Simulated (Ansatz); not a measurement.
# ClH₄N₂SV: up Jacob's ladder to CCSD(T)

The task here is to estimate one member of a computed series from the others.

Computed with Ansatz 0.2.0, Gaussian basis. Level: functionals in def2-TZVPP, the program's frozen cores in correlated methods.

Plan: LDA (SPW92), PBE-D4, revPBE-D4, BLYP-D4, r2SCAN-D4, B97M-V, PBE0-D4, B3LYP-D4, r2SCANh-D4, r2SCAN0-D4, HSE06-D4, BHLYP-D4, CAM-B3LYP-D4, LC-ωPBE, ωB97X-V, ωB97M-V, B2PLYP, PBE-QIDH; CCSD(T)/def2-SVP; CCSD(T)/def2-TZVPP; MP2/def2-QZVPP; extrapolation to the limit; RPA on PBE.

## The geometry

All runs share one geometry, relaxed beforehand with PBE0-D4 in a triple-zeta def2 set.

SMILES `[NH2][V]([NH2])(=[S])[Cl]`, 9 atoms, charge 0, spin multiplicity 1.

Atoms are counted from 1 here; the program's logs count them from 0.

Bond lengths: N1–V2 1.809 Å, N1–H6 1.012 Å, N1–H7 1.008 Å, V2–N3 1.809 Å, V2–S4 1.991 Å, V2–Cl5 2.176 Å, N3–H8 1.012 Å, N3–H9 1.008 Å. Angles: V2–N1–H6 121.9°, V2–N1–H7 126.3°, H6–N1–H7 111.9°, N1–V2–N3 112.0°, N1–V2–S4 108.2°, N1–V2–Cl5 108.2°, N3–V2–S4 108.2°, N3–V2–Cl5 108.2°, S4–V2–Cl5 112.1°, V2–N3–H8 121.8°, V2–N3–H9 126.3°, H8–N3–H9 111.9°.

Set-up of the first run:

in.yaml

```yaml
crystal:
  periodic: [false, false, false]
  atoms:
    - {symbol: N, position_ang: [-1.185902, 0.855176, -0.530361]}
    - {symbol: V, position_ang: [0.407848, 0.007914, -0.404447]}
    - {symbol: N, position_ang: [0.547290, -0.948072, 1.125311]}
    - {symbol: S, position_ang: [0.565182, -1.250567, -1.939851]}
    - {symbol: Cl, position_ang: [1.980400, 1.511388, -0.412834]}
    - {symbol: H, position_ang: [-1.525620, 1.465344, 0.201956]}
    - {symbol: H, position_ang: [-1.846947, 0.772885, -1.287234]}
    - {symbol: H, position_ang: [0.394671, -0.527550, 2.033004]}
    - {symbol: H, position_ang: [0.751478, -1.932817, 1.197255]}
basis:
  gaussian: {orbitals: def2-TZVPP}
hamiltonian: {xc: lda}
output: {orbitals: {seedname: orbitals}}
```

On the command line:

```sh
> ansatz run in.yaml --threads 4 --pin off --events-out ev --progress --plain --max-ram 10444MiB
```

Steps of the session up to this table: LDA; PBE-D4 (GGA); revPBE-D4 (GGA); BLYP-D4 (GGA); r2SCAN-D4 (meta-GGA); B97M-V (meta-GGA); PBE0-D4 (hybrid); B3LYP-D4 (hybrid); r2SCANh-D4 (hybrid); r2SCAN0-D4 (hybrid); HSE06-D4 (hybrid); BHLYP-D4 (hybrid); CAM-B3LYP-D4 (range-separated); LC-ωPBE (range-separated); ωB97X-V (range-separated); ωB97M-V (range-separated); B2PLYP (double hybrid); PBE-QIDH (double hybrid).

One of the session's tables, all rows but one given; the rest of the session is left out.

It belongs to the step «Orbital energies across the functionals». 

| functional | HOMO (eV) | LUMO (eV) | gap (eV) |
| --- | --- | --- | --- |
| LDA (SPW92) | -6.53 | -3.70 | 2.84 |
| PBE-D4 | -6.37 | -3.51 | 2.86 |
| revPBE-D4 | -6.31 | -3.45 | 2.86 |
| BLYP-D4 | -6.22 | -3.38 | 2.83 |
| r2SCAN-D4 | -6.68 | -3.55 | 3.12 |
| B97M-V | -6.73 | -3.54 | 3.18 |
| PBE0-D4 | -7.65 | -2.73 | 4.92 |
| B3LYP-D4 | -7.40 | -2.93 | 4.47 |
| r2SCANh-D4 | -7.15 | -3.23 | 3.91 |
| r2SCAN0-D4 | -7.86 | -2.74 | 5.12 |
| HSE06-D4 | -7.25 | -3.11 | 4.14 |
| BHLYP-D4 | ? | ? | ? |
| CAM-B3LYP-D4 | -8.96 | -1.66 | 7.30 |
| LC-ωPBE | -10.33 | -0.65 | 9.67 |
| ωB97X-V | -9.96 | -0.65 | 9.31 |
| ωB97M-V | -9.83 | -0.60 | 9.23 |

Estimate the missing values for BHLYP-D4.

Worked estimate for «HOMO (eV)». Against the share of exact exchange, BLYP-D4 (0, -6.22), B3LYP-D4 (0.2, -7.40) give a slope of -5.90 per unit share; at 0.5 the line stands at -9.17.

The run gave: HOMO (eV): -8.80; LUMO (eV): -1.73; gap (eV): 7.07. In «HOMO (eV)» the line misses by -0.37.
